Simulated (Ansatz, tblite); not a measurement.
**The cluster Sr₆S₅: one state, many levels**

The task here is to estimate one member of a computed series from the others.

Computed with Ansatz 0.2.0, Gaussian basis. Level: as each input shows.

Levels to be run: GFN1-xTB, GFN2-xTB, PBE-D4/def2-TZVP, r2SCAN-D4/def2-TZVP, revPBE-D4/def2-TZVP, LDA/def2-TZVP, PBE-D4/def2-SVP, PBE0-D4/def2-SVP, MP2/def2-SVP.

2 further runs of the same task are left out: 2 set aside as unsound or not needed.

## The structure

The singlet was relaxed beforehand with PBE-D4/def2-SVP. At that level it is the lowest of the isomers that a small search found.

11 atoms, charge 0, spin multiplicity 1.

Bond lengths: Sr1–S8 2.784 Å, Sr1–S11 2.768 Å, Sr2–S8 2.982 Å, Sr2–S9 2.876 Å, Sr2–S10 2.981 Å, Sr2–S11 3.138 Å, Sr3–S7 2.793 Å, Sr3–S9 2.793 Å, Sr3–S10 2.803 Å, Sr4–S7 2.793 Å, Sr4–S8 2.803 Å, Sr4–S9 2.793 Å, Sr5–S10 2.784 Å, Sr5–S11 2.769 Å, Sr6–S7 2.877 Å, Sr6–S8 2.981 Å, Sr6–S10 2.983 Å, Sr6–S11 3.109 Å. Angles: S8–Sr1–S11 82.9°, S8–Sr2–S9 87.0°, S8–Sr2–S10 103.8°, S8–Sr2–S11 73.7°, S9–Sr2–S10 87.1°, S9–Sr2–S11 148.2°, S10–Sr2–S11 73.7°, S7–Sr3–S9 92.7°, S7–Sr3–S10 92.2°, S9–Sr3–S10 92.3°, S7–Sr4–S8 92.2°, S7–Sr4–S9 92.7°, S8–Sr4–S9 92.3°, S10–Sr5–S11 82.8°, S7–Sr6–S8 87.0°, S7–Sr6–S10 87.0°, S7–Sr6–S11 148.8°, S8–Sr6–S10 103.8° and more.

Sr takes a core potential in the def2 sets. No spin-orbit coupling is included.

PBE0-D4/def2-TZVP was run before; its log isn't repeated, and its numbers join the tables.

Set-up of the first run:

Tight binding, by tblite at 300 K electronic temperature and without a spin-polarisation term:

```python
tblite.interface.Calculator('GFN1-xTB', numbers, positions, charge=0, uhf=0).singlepoint()
```

Tight binding, by tblite at 300 K electronic temperature and without a spin-polarisation term:

```python
tblite.interface.Calculator('GFN2-xTB', numbers, positions, charge=0, uhf=0).singlepoint()
```

start.molden holds the orbitals of an earlier run on this state, given as this run's starting guess.

The input, in.yaml:

```yaml
crystal:
  periodic: [false, false, false]
  atoms:
    - {symbol: Sr, position_ang: [-3.161125, -2.179179, 3.145695]}
    - {symbol: Sr, position_ang: [-2.687626, 1.855344, 2.499748]}
    - {symbol: Sr, position_ang: [-1.939082, 3.575813, -1.075730]}
    - {symbol: Sr, position_ang: [0.466887, 0.864371, 0.181942]}
    - {symbol: Sr, position_ang: [-6.637005, 1.715315, 1.307385]}
    - {symbol: Sr, position_ang: [-3.393699, -0.143010, -0.452946]}
    - {symbol: S, position_ang: [-1.268892, 1.026536, -2.000637]}
    - {symbol: S, position_ang: [-1.354190, -0.674945, 1.655182]}
    - {symbol: S, position_ang: [-0.483162, 3.247892, 1.285173]}
    - {symbol: S, position_ang: [-4.297104, 2.641739, 0.117575]}
    - {symbol: S, position_ang: [-4.962503, -0.288275, 2.227813]}
basis:
  gaussian: {orbitals: def2-TZVP, initial_orbitals: start.molden}
hamiltonian: {xc: pbe, dispersion: d4}
scf: {omitted_lower_state_checks: [starts]}
output: {orbitals: {seedname: orbitals}}
```

Command:

```console
ansatz run in.yaml --threads 4 --pin off --events-out ev --progress --plain --max-ram 6963MiB
```

Steps of the session up to this table: PBE-D4/def2-TZVP; r2SCAN-D4/def2-TZVP; revPBE-D4/def2-TZVP; LDA/def2-TZVP; PBE-D4/def2-SVP; PBE0-D4/def2-SVP; MP2/def2-SVP.

One of the session's tables, all rows but one given; the rest of the session is left out.

It belongs to the step «Binding energy». 

```
              level  binding an atom (eV)
        HF/def2-SVP                 2.454
      LDA/def2-TZVP                     ?
    PBE-D4/def2-SVP                 3.522
   PBE-D4/def2-TZVP                 3.430
revPBE-D4/def2-TZVP                 3.311
r2SCAN-D4/def2-TZVP                 3.548
   PBE0-D4/def2-SVP                 3.475
  PBE0-D4/def2-TZVP                 3.384
       MP2/def2-SVP                 3.214
```

Estimate the missing values for LDA/def2-TZVP.

**Answer.** binding an atom (eV): 3.779. In the column «binding an atom (eV)» it is the highest.

Limits of these values: Free atoms were run apart at each level; binding is atoms less cluster, divided by the number of atoms, without zero-point or spin-orbit terms.
